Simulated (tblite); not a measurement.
# C4H4NO3S: the cost of one run

Programs: tblite 0.8.0 and PySCF 2.14.0, with density-fitted response routines of our own. Each step states its level of theory. These are calculated values for one molecule in the gas phase, unless marked as measured. Atoms count from 0, in the outputs and in this text.

**1. The starting structure**

13 atoms, charge 0, multiplicity 2; geometry from: force field or distance geometry start.

Bonds of the start (Å): O0–S1 1.48, S1–O2 1.52, S1–O3 1.67, S1–C4 1.76, C4–C5 1.33, C5–C6 1.46, C6–C7 1.32, C7–N8 1.43, N8–C4 1.44, O3–H9 1.00, C5–H10 1.08, C6–H11 1.09, C7–H12 1.09.

**2. Geometry optimisation with GFN2-xTB**

The job: settings as JSON, then the geometry in Å.

```
{"job": {"kind": "relax", "xc": "GFN2-xTB", "basis": "xTB"}, "charge": 0, "multiplicity": 2}
O      2.216600    -0.047700    -1.859800
S      1.783100    -0.187500    -0.456000
O      2.215700    -1.567100     0.012300
O      2.519600     0.905600     0.575800
C      0.050200     0.016400    -0.252700
C     -0.741900    -0.623400     0.602800
C     -2.110200    -0.141200     0.417700
C     -2.134000     0.774400    -0.537200
N     -0.786900     0.910600    -1.010800
H      3.294300     0.534000     1.078000
H     -0.372400    -1.362300     1.300000
H     -2.935600    -0.526100     1.018300
H     -3.002900     1.314800    -0.906300
```

Run with:

```console
> OMP_NUM_THREADS=1 python probes_run.py task.json out
```

The driver reads the jobs from task.json and runs them one after another.

Q: Estimate the wall time of this first job on 1 thread of Arm Neoverse V1, shared host.

About 1.6 s.
